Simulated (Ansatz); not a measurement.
# C2H6BF: basis-set convergence

One table from this session's results is given with a row withheld; the runs are named, their logs left out.

Program: Ansatz 0.2.0, Gaussian basis. Level of theory: one geometry, several basis sets. These are calculated values, not measurements.

The runs, in order: PBE0-D4/def2-SVP; ωB97M-V/def2-SVP; PBE0-D4/def2-QZVPP; ωB97M-V/def2-QZVPP; the functionals' def2-TZVPP values are taken from earlier runs.

### The relaxed structure

An earlier PBE0-D4 in a triple-zeta def2 set relaxation fixed the geometry.

SMILES `BC(C)F`, 10 atoms, charge 0, spin multiplicity 1.

Atoms are counted from 1 here; the program's logs count them from 0.

Bond lengths: B1–C2 1.555 Å, B1–H5 1.193 Å, B1–H6 1.196 Å, C2–C3 1.521 Å, C2–F4 1.398 Å, C2–H7 1.104 Å, C3–H8 1.091 Å, C3–H9 1.092 Å, C3–H10 1.092 Å. Angles: C2–B1–H5 121.7°, C2–B1–H6 117.8°, H5–B1–H6 120.4°, B1–C2–C3 113.8°, B1–C2–F4 113.2°, B1–C2–H7 106.7°, C3–C2–F4 108.5°, C3–C2–H7 108.0°, F4–C2–H7 106.2°, C2–C3–H8 109.9°, C2–C3–H9 111.1°, C2–C3–H10 110.4°, H8–C3–H9 108.2°, H8–C3–H10 108.7°, H9–C3–H10 108.5°.

The first run:

in.yaml reads:

```yaml
crystal:
  periodic: [false, false, false]
  atoms:
    - {symbol: B, position_ang: [-0.636103, 1.159640, -0.581432]}
    - {symbol: C, position_ang: [-0.035704, -0.272484, -0.508401]}
    - {symbol: C, position_ang: [0.540941, -0.627747, 0.854025]}
    - {symbol: F, position_ang: [-0.942858, -1.268990, -0.879214]}
    - {symbol: H, position_ang: [-1.770901, 1.349280, -0.898075]}
    - {symbol: H, position_ang: [0.082283, 2.079992, -0.319987]}
    - {symbol: H, position_ang: [0.784134, -0.311000, -1.247306]}
    - {symbol: H, position_ang: [0.954336, -1.637585, 0.830794]}
    - {symbol: H, position_ang: [-0.228743, -0.592223, 1.627847]}
    - {symbol: H, position_ang: [1.335615, 0.069917, 1.124748]}
basis:
  gaussian: {orbitals: def2-SVP}
hamiltonian: {xc: pbe0, dispersion: d4}
output: {orbitals: {seedname: orbitals}}
```

Run with:

```bash
$ ansatz run in.yaml --threads 2 --pin off --events-out ev --progress --plain --max-ram 4352MiB
```

Among the steps run: PBE0-D4 in def2-SVP; ωB97M-V in def2-SVP; PBE0-D4 in def2-QZVPP; ωB97M-V in def2-QZVPP.

One of the session's tables, all rows but one given; the rest of the session is left out.

| functional | basis | HOMO (eV) | LUMO (eV) |
| --- | --- | --- | --- |
| PBE0-D4 | def2-SVP | -8.54 | -1.62 |
| PBE0-D4 | def2-TZVPP | -8.66 | -1.71 |
| PBE0-D4 | def2-QZVPP | -8.69 | -1.74 |
| ωB97M-V | def2-SVP | -10.90 | 0.43 |
| ωB97M-V | def2-TZVPP | -11.04 | 0.20 |
| ωB97M-V | def2-QZVPP | ? | ? |

Estimate the missing values for ωB97M-V, def2-QZVPP.

The run gave: HOMO (eV): -11.06; LUMO (eV): 0.11. In the column «HOMO (eV)» it is the lowest.
